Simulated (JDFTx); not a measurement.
# TiNbC2 (R-3m) in JDFTx: reference runs

How does TiNbC2 come out in PBEsol? The cell is run as given.

Everything below comes from runs of JDFTx 1.7.0 (patched build). Logs are shortened: lines on timing, memory, paths and dates and some standing lists are left out, and cuts for length are marked. The log counts tension as positive stress, the text compression.

## Step 1: The structure

The structure is trigonal, space group R-3m (No. 166). Conventional cell: a = 3.130 Å, b = 3.130 Å, c = 15.290 Å, α = 90.00°, β = 90.00°, γ = 120.00°. Nb (site symmetry -3m) is surrounded by 6 C at 2.23 Å. Ti (site symmetry -3m) has 6 C at 2.19 Å as nearest neighbours. C (site symmetry 3m) is surrounded by 3 Ti at 2.19 Å and 3 Nb at 2.23 Å.

The cell comes from a database or a generator and needn't be the stable form of this composition.

## Step 2: Single point, PBEsol

Input file TiNbC2.in:

```
lattice \
    2.9578330898    -2.9578330898     0.0000000000 \
    1.7077057307     1.7077057307    -3.4154114613 \
    9.6313570188     9.6313570188     9.6313570188
coords-type Lattice
ion Nb     0.0000000000     0.0000000000     0.0000000000 1
ion Ti     0.5000000000     0.5000000000     0.5000000000 1
ion C      0.2475688000     0.2475688000     0.2475688000 1
ion C      0.7524312000     0.7524312000     0.7524312000 1

ion-species pseudo/Nb.upf
ion-species pseudo/Ti.upf
ion-species pseudo/C.upf
elec-cutoff 42 336
elec-ex-corr gga-PBEsol
kpoint-folding 10 10 10
elec-smearing Fermi 0.0018374661
elec-n-bands 23
electronic-SCF nIterations 100 energyDiffThreshold 1e-09
electronic-minimize nIterations 30 energyDiffThreshold 1e-7
converge-empty-states yes
forces-output-coords Cartesian

dump-name run.$VAR
dump End Ecomponents EigStats BandEigs Kpoints Forces Stress ElecDensity Dtot KEdensity
```

Potentials or basis: PseudoDojo-SR-PBEsol-0.4.1-standard with smoothed tails.

Command:

```sh
jdftx -c 1 -i TiNbC2.in -o TiNbC2.out
```

Standard output:

```text
*************** JDFTx 1.7.0 (patched build) ***************

Input parsed successfully to the following command list (including defaults):
[... the input with its defaults ...]

---------- Setting up symmetries ----------

Non-trivial transmission matrix:
[   1   0   0  ]
[  -1   1   0  ]
[   0  -1   1  ]
with reduced lattice vectors:
[      5.915666     -2.957833      0.000000  ]
[      0.000000      5.123117     -3.415411  ]
[      0.000000      0.000000      9.631357  ]

Found 12 point-group symmetries of the bravais lattice
Found 12 space-group symmetries with basis
Applied RMS atom displacement 0 bohrs to make symmetries exact.

---------- Initializing the Grid ----------
R =
[      2.95783     -2.95783            0  ]
[      1.70771      1.70771     -3.41541  ]
[      9.63136      9.63136      9.63136  ]
unit cell volume = 291.894
G =
[    1.06213   0.613219   0.217456  ]
[   -1.06213   0.613219   0.217456  ]
[ -1.70926e-17   -1.22644   0.217456  ]
Minimum fftbox size, Smin = [  88  88  88  ]
Chosen fftbox size, S = [  90  90  90  ]

---------- Initializing tighter grid for wavefunction operations ----------
R =
[      2.95783     -2.95783            0  ]
[      1.70771      1.70771     -3.41541  ]
[      9.63136      9.63136      9.63136  ]
unit cell volume = 291.894
G =
[    1.06213   0.613219   0.217456  ]
[   -1.06213   0.613219   0.217456  ]
[ -1.70926e-17   -1.22644   0.217456  ]
Minimum fftbox size, Smin = [  60  60  60  ]
Chosen fftbox size, S = [  60  60  60  ]

---------- Exchange Correlation functional ----------
Initalized PBEsol GGA exchange.
Initalized PBEsol GGA correlation.

---------- Setting up pseudopotentials ----------
Width of ionic core gaussian charges (only for fluid interactions / plotting) set to 0

Reading pseudopotential file 'pseudo/Nb.upf':
  'Nb' pseudopotential, 'PBESOL' functional
  Generated using ONCVPSP code by D. R. Hamann
  13 valence electrons, 4 orbitals, 6 projectors, 1001 radial grid points, with lMax = 2
    4S    l: 0   occupation:  2.0   eigenvalue: -2.144371
    4P    l: 1   occupation:  6.0   eigenvalue: -1.267571
    4D    l: 2   occupation:  4.0   eigenvalue: -0.112300
    5S    l: 0   occupation:  1.0   eigenvalue: -0.147497
  Core radius for overlap checks: 1.37 bohrs.

Reading pseudopotential file 'pseudo/Ti.upf':
  'Ti' pseudopotential, 'PBESOL' functional
  Generated using ONCVPSP code by D. R. Hamann
  12 valence electrons, 4 orbitals, 6 projectors, 1001 radial grid points, with lMax = 2
    3S    l: 0   occupation:  2.0   eigenvalue: -2.295026
    3P    l: 1   occupation:  6.0   eigenvalue: -1.424955
    3D    l: 2   occupation:  2.0   eigenvalue: -0.157121
    4S    l: 0   occupation:  2.0   eigenvalue: -0.164537
  Core radius for overlap checks: 1.61 bohrs.

Reading pseudopotential file 'pseudo/C.upf':
  'C' pseudopotential, 'PBESOL' functional
  Generated using ONCVPSP code by D. R. Hamann
  4 valence electrons, 2 orbitals, 4 projectors, 1001 radial grid points, with lMax = 1
    2S    l: 0   occupation:  2.0   eigenvalue: -0.501565
    2P    l: 1   occupation:  2.0   eigenvalue: -0.192331
  Core radius for overlap checks: 1.21 bohrs.

Initialized 3 species with 4 total atoms.

Folded 1 k-points by 10x10x10 to 1000 k-points.

---------- Setting up k-points, bands, fillings ----------
Reduced to 116 k-points under symmetry.
Computing the number of bands and number of electrons
Calculating initial fillings.
nElectrons:  33.000000   nBands: 23   nStates: 116

----- Setting up reduced wavefunction bases (one per k-point) -----
average nbasis = 3795.017 , ideal nbasis = 3794.839

---------- Setting up ewald sum ----------
Optimum gaussian width for ewald sums = 2.273408 bohr.
Real space sum over 2197 unit cells with max indices [  6  6  6  ]
Reciprocal space sum over 4913 terms with max indices [  8  8  8  ]

---------- Allocating electronic variables ----------
Initializing wave functions:  linear combination of atomic orbitals
Nb pseudo-atom occupations:   s ( 2 2 )  p ( 6 )  d ( 3 )
Ti pseudo-atom occupations:   s ( 2 2 )  p ( 6 )  d ( 2 )
C pseudo-atom occupations:   s ( 2 )  p ( 2 )
	FillingsUpdate:  mu: +0.566169322  nElectrons: 33.000000
LCAOMinimize: Iter:   0  F: -126.8425441604729826  |grad|_K:  4.916e-03  alpha:  1.000e+00
	FillingsUpdate:  mu: +0.554628134  nElectrons: 33.000000
LCAOMinimize: Iter:   1  F: -127.0406552014480894  |grad|_K:  3.782e-03  alpha:  8.839e-02  linmin: -2.960e-01  cgtest:  8.838e-01
LCAOMinimize: Encountered beta<0, resetting CG.
[... 15 lines of inner loops ...]
LCAOMinimize: Iter:   8  F: -127.2210608233965843  |grad|_K:  1.993e-06  alpha:  3.479e-01  linmin:  1.301e-04  cgtest: -2.052e-03
	FillingsUpdate:  mu: +0.638041510  nElectrons: 33.000000
LCAOMinimize: Iter:   9  F: -127.2210609041554505  |grad|_K:  4.712e-07  alpha:  4.168e-01  linmin: -2.188e-04  cgtest:  5.236e-03
LCAOMinimize: Converged (|Delta F|<1.000000e-06 for 2 iters).

-------- Electronic minimization -----------
Will mix electronic density at each iteration.
	FillingsUpdate:  mu: +0.638041510  nElectrons: 33.000000
	FillingsUpdate:  mu: +0.625258586  nElectrons: 33.000000
SCF: Cycle:  0   F: -127.308148307750272   dF: -8.709e-02   |Residual|: 9.453e-02   |deigs|: 6.931e-03
	FillingsUpdate:  mu: +0.619228553  nElectrons: 33.000000
SCF: Cycle:  1   F: -127.311592442206162   dF: -3.444e-03   |Residual|: 4.350e-02   |deigs|: 9.386e-03
	FillingsUpdate:  mu: +0.615195435  nElectrons: 33.000000
SCF: Cycle:  2   F: -127.312625149321761   dF: -1.033e-03   |Residual|: 1.635e-02   |deigs|: 6.688e-03
	FillingsUpdate:  mu: +0.614116844  nElectrons: 33.000000
SCF: Cycle:  3   F: -127.313289682309858   dF: -6.645e-04   |Residual|: 7.419e-03   |deigs|: 3.225e-03
	FillingsUpdate:  mu: +0.614406429  nElectrons: 33.000000
SCF: Cycle:  4   F: -127.313355527955224   dF: -6.585e-05   |Residual|: 3.000e-03   |deigs|: 8.360e-04
	FillingsUpdate:  mu: +0.614546151  nElectrons: 33.000000
SCF: Cycle:  5   F: -127.313360281284588   dF: -4.753e-06   |Residual|: 1.043e-03   |deigs|: 2.268e-04
	FillingsUpdate:  mu: +0.614424688  nElectrons: 33.000000
SCF: Cycle:  6   F: -127.313362556567071   dF: -2.275e-06   |Residual|: 2.202e-04   |deigs|: 1.809e-04
	FillingsUpdate:  mu: +0.614412473  nElectrons: 33.000000
SCF: Cycle:  7   F: -127.313363732362049   dF: -1.176e-06   |Residual|: 1.491e-04   |deigs|: 3.109e-05
	FillingsUpdate:  mu: +0.614421400  nElectrons: 33.000000
SCF: Cycle:  8   F: -127.313364629109486   dF: -8.967e-07   |Residual|: 1.092e-04   |deigs|: 1.555e-05
	FillingsUpdate:  mu: +0.614421244  nElectrons: 33.000000
SCF: Cycle:  9   F: -127.313365128631574   dF: -4.995e-07   |Residual|: 1.410e-04   |deigs|: 3.009e-06
	FillingsUpdate:  mu: +0.614426784  nElectrons: 33.000000
SCF: Cycle: 10   F: -127.313365458083240   dF: -3.295e-07   |Residual|: 1.981e-04   |deigs|: 9.369e-06
	FillingsUpdate:  mu: +0.614428640  nElectrons: 33.000000
SCF: Cycle: 11   F: -127.313365678180446   dF: -2.201e-07   |Residual|: 2.146e-04   |deigs|: 3.561e-06
	FillingsUpdate:  mu: +0.614432245  nElectrons: 33.000000
SCF: Cycle: 12   F: -127.313365812109211   dF: -1.339e-07   |Residual|: 2.355e-04   |deigs|: 5.122e-06
	FillingsUpdate:  mu: +0.614430283  nElectrons: 33.000000
SCF: Cycle: 13   F: -127.313365902948277   dF: -9.084e-08   |Residual|: 2.332e-04   |deigs|: 4.365e-06
	FillingsUpdate:  mu: +0.614429255  nElectrons: 33.000000
SCF: Cycle: 14   F: -127.313365982071886   dF: -7.912e-08   |Residual|: 2.268e-04   |deigs|: 4.043e-06
	FillingsUpdate:  mu: +0.614430022  nElectrons: 33.000000
SCF: Cycle: 15   F: -127.313366008182044   dF: -2.611e-08   |Residual|: 2.483e-04   |deigs|: 2.441e-06
	FillingsUpdate:  mu: +0.614428503  nElectrons: 33.000000
SCF: Cycle: 16   F: -127.313366051387135   dF: -4.321e-08   |Residual|: 2.407e-04   |deigs|: 4.863e-06
	FillingsUpdate:  mu: +0.614428016  nElectrons: 33.000000
SCF: Cycle: 17   F: -127.313366067972936   dF: -1.659e-08   |Residual|: 2.339e-04   |deigs|: 2.279e-06
	FillingsUpdate:  mu: +0.614427937  nElectrons: 33.000000
SCF: Cycle: 18   F: -127.313366076914974   dF: -8.942e-09   |Residual|: 2.339e-04   |deigs|: 1.213e-06
	FillingsUpdate:  mu: +0.614411975  nElectrons: 33.000000
SCF: Cycle: 19   F: -127.313366152987570   dF: -7.607e-08   |Residual|: 6.247e-05   |deigs|: 4.073e-05
	FillingsUpdate:  mu: +0.614413570  nElectrons: 33.000000
SCF: Cycle: 20   F: -127.313366156705129   dF: -3.718e-09   |Residual|: 5.298e-05   |deigs|: 3.271e-06
	FillingsUpdate:  mu: +0.614416699  nElectrons: 33.000000
SCF: Cycle: 21   F: -127.313366162223360   dF: -5.518e-09   |Residual|: 6.224e-06   |deigs|: 8.131e-06
	FillingsUpdate:  mu: +0.614417639  nElectrons: 33.000000
SCF: Cycle: 22   F: -127.313366162633841   dF: -4.105e-10   |Residual|: 1.787e-05   |deigs|: 2.728e-06
	FillingsUpdate:  mu: +0.614417385  nElectrons: 33.000000
SCF: Cycle: 23   F: -127.313366163475521   dF: -8.417e-10   |Residual|: 1.032e-05   |deigs|: 1.632e-06
SCF: Converged (|Delta E|<1.000000e-09 for 2 iters).

Setting wave functions to eigenvectors of Hamiltonian
Converging empty states (this may take a while): |deigs|: 3.402e-05

# Stress tensor in Cartesian coordinates [Eh/a0^3]:
[  0.000303127            0            0  ]
[            0  0.000303127            0  ]
[            0            0  0.000289424  ]

# Ionic positions in lattice coordinates:
ion Nb   0.000000000000000   0.000000000000000   0.000000000000000 1
ion Ti   0.500000000000000   0.500000000000000   0.500000000000000 1
ion C   0.247568800000000   0.247568800000000   0.247568800000000 1
ion C   0.752431200000000   0.752431200000000   0.752431200000000 1

# Forces in Cartesian coordinates:
force Nb  -0.000000000000000   0.000000000000000  -0.000000000000000 1
force Ti   0.000000000000000   0.000000000000000   0.000000000000000 1
force C   0.000000000000000   0.000000000000000   0.003789676098842 1
force C  -0.000000000000000  -0.000000000000000  -0.003789676098842 1

# Energy components:
   Eewald =     -107.6142436669368152
       EH =       18.9117390010878630
     Eloc =      -76.3514753956370953
      Enl =        8.0193268337063532
      Exc =      -25.8742262814141704
 Exc_core =        6.3669602816928661
       KE =       49.2290320213018546
-------------------------------------
     Etot =     -127.3128872061991501
       TS =        0.0004789572763739
-------------------------------------
        F =     -127.3133661634755214

IonicMinimize: Iter:   0  F: -127.313366163475521  |grad|_K:  1.547e-03
IonicMinimize: None of the convergence criteria satisfied after 0 iterations.

#--- Lowdin population analysis ---
# oxidation-state Nb +0.659
# oxidation-state Ti +0.856
# oxidation-state C -0.713 -0.713

Dumping 'run.eigStats' ...
	eMin: -1.476562 at state 0 ( [ +0.000000 +0.000000 +0.000000 ] spin 0 )
	HOMO: +0.614409 at state 85 ( [ +0.200000 +0.400000 +0.400000 ] spin 0 )
	mu  : +0.614416
	LUMO: +0.615004 at state 114 ( [ +0.400000 +0.500000 -0.400000 ] spin 0 )
	eMax: +0.808405 at state 93 ( [ +0.200000 +0.500000 -0.200000 ] spin 0 )
	HOMO-LUMO gap: +0.000595
	Optical gap  : +0.010191 at state 86 ( [ +0.200000 +0.400000 +0.500000 ] spin 0 )
Done!
```

It took 9.5 min on 1 thread of AMD EPYC 9R45 (Zen 5), shared host; peak memory 0.64 GiB.

What came out:

```
Free energy            : -3464.3732 eV
Pressure               : -8.8 GPa
Largest force          : 0.195 eV/Å
Band gap on the k mesh : none (metal or under the smearing width)
Loewdin charges        : Nb +0.66; Ti +0.86; C -0.71 e
```

Forces on the atoms (eV/Å):
```
Nb   0.000  0.000  0.000
Ti   0.000  0.000  0.000
C    0.000  0.000  0.195
C    0.000  0.000 -0.195
```

Stress tensor (GPa, compression positive):
```
-8.92  0.00  0.00
 0.00 -8.92  0.00
 0.00  0.00 -8.52
```
